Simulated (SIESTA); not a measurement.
Ni2Ge:

```xyz
6
Lattice="3.9798 0.0000 0.0000 -1.9899 3.4466 0.0000 0.0000 0.0000 5.0239" Properties=species:S:1:pos:R:3 pbc="T T T"
Ge    0.0000    2.2977    1.2560
Ge    1.9899    1.1489    3.7679
Ni    0.0000    0.0000    2.5119
Ni    0.0000    0.0000    0.0000
Ni    0.0000    2.2977    3.7679
Ni    1.9899    1.1489    1.2560
```

The cell comes from a database or a generator and needn't be the stable form of this composition.

```yaml
Program: SIESTA 5.4.2
Task: single point
Functional: PBEsol
Potentials_or_basis: PseudoDojo 0.4 standard (PBEsol files)
Basis: DZP (energy shift 0.003 Ry; two zetas on semicore shells)
Grid_cutoff: 800 Ry
Energy_shift: 0.003 Ry
k_mesh: 8 × 8 × 6
Occupations: fermi-dirac, width 0.05 eV
Spin: collinear spin, ferromagnetic start
Starting_moments: "[0.0, 0.0, 1.0, 1.0, 1.0, 1.0] μB"
```

On this cell: pressure -0.3 GPa; largest force under 0.003 eV/Å; net moment 0.00 μB per cell; band gap on the k mesh none (metal or under the smearing width).

The same run follows on a disturbed copy (atoms moved at random, drawn with an rms of 0.05 Å):

```
Ge Ni
1.0
     3.97981    0.00000    0.00000
    -1.98991    3.44662    0.00000
     0.00000    0.00000    5.02388
Ge Ni
2 4
Direct
  0.33578 0.66886 0.25035
  0.66341 0.33394 0.74697
  0.00439 0.99914 0.50655
  0.00266 0.01540 0.00303
  0.32995 0.66335 0.75390
  0.66292 0.32681 0.25263
```

Question: What does the disturbed cell give?

Answer: The energy (extrapolated to zero smearing) moves by +3.8 meV/atom; pressure 0.3 GPa; largest force 0.461 eV/Å; net moment 0.00 μB per cell; band gap on the k mesh none (metal or under the smearing width).

Forces on the atoms (eV/Å):
```
Ge  -0.083 -0.275  0.013
Ge   0.139 -0.070  0.142
Ni  -0.126 -0.069 -0.198
Ni   0.035 -0.282  0.058
Ni  -0.038  0.242  0.005
Ni   0.074  0.454 -0.023
```

Stress tensor (GPa, compression positive):
```
 0.33 -0.47  0.00
-0.47  1.22 -0.01
 0.00 -0.01 -0.73
```

Caveats: short orbitals over semicore shells can move pressures by several GPa; the basis of atomic orbitals isn't converged, which shifts pressures, moduli and gaps.
